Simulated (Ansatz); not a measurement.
# Be: the cost of one run

Computed with Ansatz 0.2.0 (DFT PBEsol, scalar-relativistic, plane waves, PAW, unless a step's input says otherwise).

## Step 1: The starting structure

It takes space group C2/m (No. 12, monoclinic). Conventional cell: a = 7.487 Å, b = 4.327 Å, c = 10.877 Å, α = 90.00°, β = 103.42°, γ = 90.00°. Around Sr (site symmetry 2/m) lie 12 Sr at 4.32 to 4.33 Å. Around Sr (site symmetry m) lie 12 Sr at 4.32 to 4.33 Å.

Cell or atoms stand a little off a more symmetric structure (R-3m at a tolerance of 0.3 Å), so results at this geometry aren't those of that ideal crystal.

As a file:

```xyz
3
Lattice="3.7437 -2.1636 0.0000 3.7437 2.1636 0.0000 -2.5249 0.0000 10.5802" Properties=species:S:1:pos:R:3 pbc="T T T"
Sr   -1.2625    0.0000    5.2901
Sr    1.2440    0.0000    1.7634
Sr    3.7186    0.0000    8.8167
```

The structure comes from the Materials Project (structure only).

## Step 2: Substitution of an element, cell strained: Sr → Be, first probe

What differs from the listed cell: Be takes all sites of Sr, and lengths are scaled by 0.695 as a first guess of the size; strain xx, yy, zz, yz, xz, xy = +2.6, +2.6, +2.6, +0.0, +0.0, +0.0 %.

File input.yaml:

```yaml
crystal:
  lattice:
    - [2.672068208, -1.5442785158, 0.0]
    - [2.672068208, 1.5442785158, 0.0]
    - [-1.8021515258, 0.0, 7.5515072484]
  atoms:
    - { symbol: Be, position: [0.0, 0.0, 0.5] }
    - { symbol: Be, position: [0.22234435, 0.22234435, 0.16667078] }
    - { symbol: Be, position: [0.77765565, 0.77765565, 0.83332922] }
basis:
  ecutwfc: 420
kpoints:
  mp_grid: { grid: [6, 6, 4] }
hamiltonian:
  xc: pbesol
scf:
  occupations: { method: gaussian, width: 0.1 }
output:
  forces: true
  stress: true
  eigenvalues: true
```

Started as:

```
$ ansatz run input.yaml --threads 1 --pin off --max-ram 1331MiB --backend cpu --events-out ev --progress --plain --runs-dir out
```

**Question.** How long does this run take on 1 thread of an x86-64 CPU, shared host, and how much memory does it need?

About 2.8 s, with a peak of 0.33 GiB.
